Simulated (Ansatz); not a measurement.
**CH₄AlFN₂: a spread of methods and bases**

How do the results and run time of CH₄AlFN₂ respond when the settings are drawn wide?

Method: the settings change from run to run; program: Ansatz 0.2.0, Gaussian basis.

### 1 The molecule

The geometry comes from an earlier relaxation with PBE0-D4 in a triple-zeta def2 set; it is a stationary point, not always the lowest conformer.

9 atoms, charge 0, spin multiplicity 1.

Atoms are counted from 1 here; the program's logs count them from 0.

Bond lengths: N1–C2 1.282 Å, N1–H6 1.016 Å, C2–N3 1.367 Å, C2–Al4 1.971 Å, N3–H7 1.003 Å, N3–H8 1.010 Å, Al4–F5 1.649 Å, Al4–H9 1.578 Å. Angles: C2–N1–H6 111.5°, N1–C2–N3 119.0°, N1–C2–Al4 120.1°, N3–C2–Al4 120.8°, C2–N3–H7 120.3°, C2–N3–H8 117.1°, H7–N3–H8 116.9°, C2–Al4–F5 113.0°, C2–Al4–H9 128.5°, F5–Al4–H9 118.5°.

### 2 SPW92/6-31G

This run has charge -1, multiplicity 2, atoms shaken by 0.03 Å, relativity set to none.

Contents of in.yaml:

```yaml
crystal:
  periodic: [false, false, false]
  atoms:
    - {symbol: N, position_ang: [1.537471, 0.497432, -0.344950]}
    - {symbol: C, position_ang: [0.480485, -0.087974, -0.008137]}
    - {symbol: N, position_ang: [0.529864, -1.483142, 0.430137]}
    - {symbol: Al, position_ang: [-1.256649, 0.803728, -0.239567]}
    - {symbol: F, position_ang: [-1.140826, 2.295036, -0.856132]}
    - {symbol: H, position_ang: [1.391752, 1.468708, -0.704807]}
    - {symbol: H, position_ang: [-0.158076, -1.819827, 0.888911]}
    - {symbol: H, position_ang: [1.429534, -1.817528, 0.583480]}
    - {symbol: H, position_ang: [-2.688818, 0.294969, 0.213026]}
basis:
  gaussian: {orbitals: 6-31G}
total_charge: -1
magnetization: {spin_polarized: true, initial_magnetization: 1}
hamiltonian: {xc: {name: SPW92}, pseudopotentials: {relativity: none}}
```

Run with:

```console
$ ansatz run in.yaml --threads 2 --pin off --events-out ev --progress --plain --max-ram 4352MiB
```

Standard output:

```text
Functional definition: SPW92
  name "SPW92"
  cite "Dirac, Proc. Camb. Phil. Soc. 26, 376 (1930) doi:10.1017/S0305004100016108"
  cite "Slater, Phys. Rev. 81, 385 (1951) doi:10.1103/PhysRev.81.385"
  cite "Perdew & Wang, Phys. Rev. B 45, 13244 (1992) doi:10.1103/PhysRevB.45.13244"
  exchange = slater_x
  correlation = pw_c
738 factors; integrals over basis functions are off by at most 2.1e-4 eV
mean field evaluation 1: about -13306.3832 eV, gradient 3.8e1 eV
mean field evaluation 2: about -13206.7359 eV, gradient 1.1e2 eV
mean field evaluation 4: about -13311.9224 eV, gradient 1.6e1 eV
mean field evaluation 8: about -13312.9403 eV, gradient 2.2e-1 eV
mean field evaluation 16: about -13312.9310 eV, gradient 2.0e-4 eV
mean field -13312.93103926 eV, -489.2411918639 hartree, gradient 1.4e-5 eV, S^2 0.751554; 0 other end points of the search recorded, 0 dependent functions left out
reference -13312.93107731 eV, -489.2411932623 hartree; 24, 23 occupied and 33, 34 virtual orbitals, 738 factors
Total energy: -13312.93107731 eV, -489.2411932623 hartree
```

It took 0.85 s on 2 threads of Arm Neoverse V2, shared host.

⟨S²⟩ 0.752.

### 3 SVWN5/pcseg-2

Set apart from the defaults: unrestricted orbitals, atoms shaken by 0.03 Å, a point charge of 0.50 e beside it.

Contents of in.yaml:

```yaml
crystal:
  periodic: [false, false, false]
  atoms:
    - {symbol: N, position_ang: [1.559662, 0.503413, -0.307032]}
    - {symbol: C, position_ang: [0.442130, -0.184028, -0.001176]}
    - {symbol: N, position_ang: [0.484966, -1.452093, 0.380963]}
    - {symbol: Al, position_ang: [-1.270288, 0.762768, -0.160896]}
    - {symbol: F, position_ang: [-1.102565, 2.305533, -0.797450]}
    - {symbol: H, position_ang: [1.369714, 1.370648, -0.710550]}
    - {symbol: H, position_ang: [-0.194708, -1.785202, 0.915615]}
    - {symbol: H, position_ang: [1.410680, -1.842336, 0.579041]}
    - {symbol: H, position_ang: [-2.670858, 0.219255, 0.133380]}
basis:
  gaussian: {orbitals: pcseg-2, point_charges: [{charge: 0.50, position_ang: [5.780, -0.880, -0.978]}]}
magnetization: {spin_polarized: true, initial_magnetization: 0}
hamiltonian: {xc: {name: SVWN5}}
output: {forces: true}
```

Same command.

Standard output, shortened:

```text
Functional definition: SVWN5
  name "SVWN5"
  cite "Dirac, Proc. Camb. Phil. Soc. 26, 376 (1930) doi:10.1017/S0305004100016108"
  cite "Slater, Phys. Rev. 81, 385 (1951) doi:10.1103/PhysRev.81.385"
  cite "Vosko, Wilk & Nusair, Can. J. Phys. 58, 1200 (1980) doi:10.1139/p80-159"
[...]
1087 factors; their error is unknown
[...]
mean field -13320.83793286 eV, -489.5317648445 hartree, gradient 1.3e-5 eV, S^2 0.000000; 0 other end points of the search recorded, 0 dependent functions left out
[...]
reference -13320.83798196 eV, -489.5317666488 hartree; 23, 23 occupied and 187, 187 virtual orbitals, 1087 factors
Total energy: -13320.83798196 eV, -489.5317666488 hartree
Atom 0 at     1.559662     0.503413    -0.307032 Å, force    -1.554194    -4.269488     1.478892 eV/Å
Atom 1 at     0.442130    -0.184028    -0.001176 Å, force     1.960981     3.169634    -1.167427 eV/Å
Atom 2 at     0.484966    -1.452093     0.380963 Å, force     4.236310     0.897962    -2.149097 eV/Å
Atom 3 at    -1.270288     0.762768    -0.160896 Å, force     0.722323     1.013510    -0.686806 eV/Å
Atom 4 at    -1.102565     2.305533    -0.797450 Å, force    -0.011636    -0.858672     0.395006 eV/Å
Atom 5 at     1.369714     1.370648    -0.710550 Å, force    -0.695886     2.234839    -0.775042 eV/Å
Atom 6 at    -0.194708    -1.785202     0.915615 Å, force    -3.978553    -2.013769     2.807868 eV/Å
Atom 7 at     1.410680    -1.842336     0.579041 Å, force     0.099583    -0.014447    -0.120291 eV/Å
Atom 8 at    -2.670858     0.219255     0.133380 Å, force    -0.697449    -0.208934     0.210984 eV/Å
Dipole moment:    -0.556600    -0.509196     0.395359 e Å
```

It took 3.3 s on 2 threads of Arm Neoverse V2, shared host; peak memory 0.26 GiB.

Largest force 5.270 eV/Å, dipole 4.09 D, ⟨S²⟩ 0.000.

### 4 r2SCAN/cc-pVDZ

This run has relativity set to scalar.

Contents of in.yaml:

```yaml
crystal:
  periodic: [false, false, false]
  atoms:
    - {symbol: N, position_ang: [1.558092, 0.457345, -0.349667]}
    - {symbol: C, position_ang: [0.473362, -0.139328, -0.016621]}
    - {symbol: N, position_ang: [0.533830, -1.438392, 0.404977]}
    - {symbol: Al, position_ang: [-1.258799, 0.781474, -0.206293]}
    - {symbol: F, position_ang: [-1.114156, 2.304904, -0.820548]}
    - {symbol: H, position_ang: [1.377468, 1.397645, -0.688957]}
    - {symbol: H, position_ang: [-0.233752, -1.843096, 0.908261]}
    - {symbol: H, position_ang: [1.451115, -1.820970, 0.585750]}
    - {symbol: H, position_ang: [-2.698759, 0.254118, 0.166097]}
basis:
  gaussian: {orbitals: cc-pVDZ}
hamiltonian: {xc: {name: r2SCAN}, pseudopotentials: {relativity: scalar}}
output: {forces: true}
```

The command is unchanged.

Standard output, shortened:

```text
Functional definition: r2SCAN
  name "r2SCAN"
  cite "Furness, Kaplan, Ning, Perdew & Sun, J. Phys. Chem. Lett. 11, 8208 (2020) doi:10.1021/acs.jpclett.0c02405"
  cite "Furness, Kaplan, Ning, Perdew & Sun, J. Phys. Chem. Lett. 11, 9248 (2020) doi:10.1021/acs.jpclett.0c03077"
  parent r2scan
[...]
1197 factors; their error is unknown
[...]
mean field -13408.23319793 eV, -492.7434815970 hartree, gradient 1.6e-5 eV, S^2 0.000000; 0 other end points of the search recorded, 0 dependent functions left out
[...]
reference -13408.23321099 eV, -492.7434820772 hartree; 23, 23 occupied and 71, 71 virtual orbitals, 1197 factors
Total energy: -13408.23321099 eV, -492.7434820772 hartree
Relativity: scalar
Atom 0 at     1.558092     0.457345    -0.349667 Å, force     0.977074     0.009527    -0.081372 eV/Å
Atom 1 at     0.473362    -0.139328    -0.016621 Å, force    -0.647559     0.022323     0.105565 eV/Å
Atom 2 at     0.533830    -1.438392     0.404977 Å, force    -0.076127    -0.172766    -0.196287 eV/Å
Atom 3 at    -1.258799     0.781474    -0.206293 Å, force    -0.155264    -1.181352     0.478700 eV/Å
Atom 4 at    -1.114156     2.304904    -0.820548 Å, force     0.147465     1.226866    -0.496680 eV/Å
Atom 5 at     1.377468     1.397645    -0.688957 Å, force    -0.176005     0.371959    -0.137932 eV/Å
Atom 6 at    -0.233752    -1.843096     0.908261 Å, force    -0.268433    -0.125395     0.211597 eV/Å
Atom 7 at     1.451115    -1.820970     0.585750 Å, force     0.353227    -0.137719     0.094568 eV/Å
Atom 8 at    -2.698759     0.254118     0.166097 Å, force    -0.154378    -0.013442     0.021841 eV/Å
Dipole moment:    -0.308185    -0.448640     0.309655 e Å
```

It took 3.5 s on 2 threads of Arm Neoverse V2, shared host.

Largest force 1.332 eV/Å, dipole 3.01 D.

### 5 LC-wPBE/def2-mTZVP

Set apart from the defaults: density fitting with cc-pVTZ-jkfit, a grid of angular degree 23.

Edit in.yaml of step 4 so:

```diff
@@ -13,4 +13,4 @@
 basis:
-  gaussian: {orbitals: cc-pVDZ}
-hamiltonian: {xc: {name: r2SCAN}, pseudopotentials: {relativity: scalar}}
+  gaussian: {orbitals: def2-mTZVP, fitting: {mean_field: cc-pVTZ-jkfit}, final_grid: {core_spheres: 8, valence_spheres: 7, degree: 23}}
+hamiltonian: {xc: {name: LC-wPBE}}
 output: {forces: true}
```

The command is unchanged.

Standard output, shortened:

```text
Functional definition: LC-wPBE
  name "LC-wPBE"
  cite "Vydrov & Scuseria, J. Chem. Phys. 125, 234109 (2006) doi:10.1063/1.2409292"
  cite "Heyd & Scuseria, J. Chem. Phys. 120, 7274 (2004) doi:10.1063/1.1668634"
  cite "Ernzerhof & Perdew, J. Chem. Phys. 109, 3313 (1998) doi:10.1063/1.476928"
  cite "Perdew, Burke & Ernzerhof, Phys. Rev. Lett. 77, 3865 (1996) doi:10.1103/PhysRevLett.77.3865"
  parent pbe
[...]
557 factors; integrals over basis functions are off by at most 2.3e-1 eV
557 factors; integrals over basis functions are off by at most 6.5e-6 eV
[...]
mean field -13393.39881175 eV, -492.1983279601 hartree, gradient 3.2e-5 eV, S^2 0.000000; 0 other end points of the search recorded, 0 dependent functions left out
[...]
reference -13393.39881176 eV, -492.1983279604 hartree; 23, 23 occupied and 87, 87 virtual orbitals, 557 factors
Total energy: -13393.39881176 eV, -492.1983279604 hartree
Atom 0 at     1.558092     0.457345    -0.349667 Å, force    -0.156155    -0.196270     0.073127 eV/Å
Atom 1 at     0.473362    -0.139328    -0.016621 Å, force     0.169621     0.281266    -0.112178 eV/Å
Atom 2 at     0.533830    -1.438392     0.404977 Å, force     0.003705    -0.028124    -0.061487 eV/Å
Atom 3 at    -1.258799     0.781474    -0.206293 Å, force    -0.180743    -0.224551     0.098892 eV/Å
Atom 4 at    -1.114156     2.304904    -0.820548 Å, force     0.050216     0.172606    -0.073570 eV/Å
Atom 5 at     1.377468     1.397645    -0.688957 Å, force     0.039620     0.056174    -0.008685 eV/Å
Atom 6 at    -0.233752    -1.843096     0.908261 Å, force    -0.037452    -0.081068     0.078876 eV/Å
Atom 7 at     1.451115    -1.820970     0.585750 Å, force     0.017141     0.011107     0.017392 eV/Å
Atom 8 at    -2.698759     0.254118     0.166097 Å, force     0.094048     0.008860    -0.012368 eV/Å
Dipole moment:    -0.472306    -0.403725     0.333342 e Å
```

Wall time 1.3 s (2 threads of Arm Neoverse V2, shared host).

Largest force 0.347 eV/Å, dipole 3.39 D.

### 6 wB97/6-31G*

Set apart from the defaults: the search for lower states set to full.

Edit in.yaml of step 5 so:

```diff
@@ -13,4 +13,4 @@
 basis:
-  gaussian: {orbitals: def2-mTZVP, fitting: {mean_field: cc-pVTZ-jkfit}, final_grid: {core_spheres: 8, valence_spheres: 7, degree: 23}}
-hamiltonian: {xc: {name: LC-wPBE}}
-output: {forces: true}
+  gaussian: {orbitals: "6-31G*"}
+hamiltonian: {xc: {name: wB97}}
+scf: {lower_state_search: full}
```

Same command.

Standard output, shortened:

```text
Functional definition: wB97
  name "wB97"
  cite "Chai & Head-Gordon, J. Chem. Phys. 128, 084106 (2008) doi:10.1063/1.2834918"
  cite "Becke, J. Chem. Phys. 107, 8554 (1997) doi:10.1063/1.475007"
[...]
  # The coefficients of nought are those of the uniform gas.
[...]
      + integral(e_c_pw_opposite_spin*poly(b97_u_opposite, 1, cos1, cos2, cos3, cos4))
1031 factors; their error is unknown
329 factors; integrals over basis functions are off by at most 1.9e-5 eV
[...]
mean field -13395.32084912 eV, -492.2689615305 hartree, gradient 2.5e-5 eV, S^2 0.000000; 0 other end points of the search recorded, 0 dependent functions left out
reference -13395.32083763 eV, -492.2689611082 hartree; 23, 23 occupied and 64, 64 virtual orbitals, 1031 factors
Total energy: -13395.32083763 eV, -492.2689611082 hartree
```

Wall time 4 s (2 threads of Arm Neoverse V2, shared host).

[end of part 1 of 2]
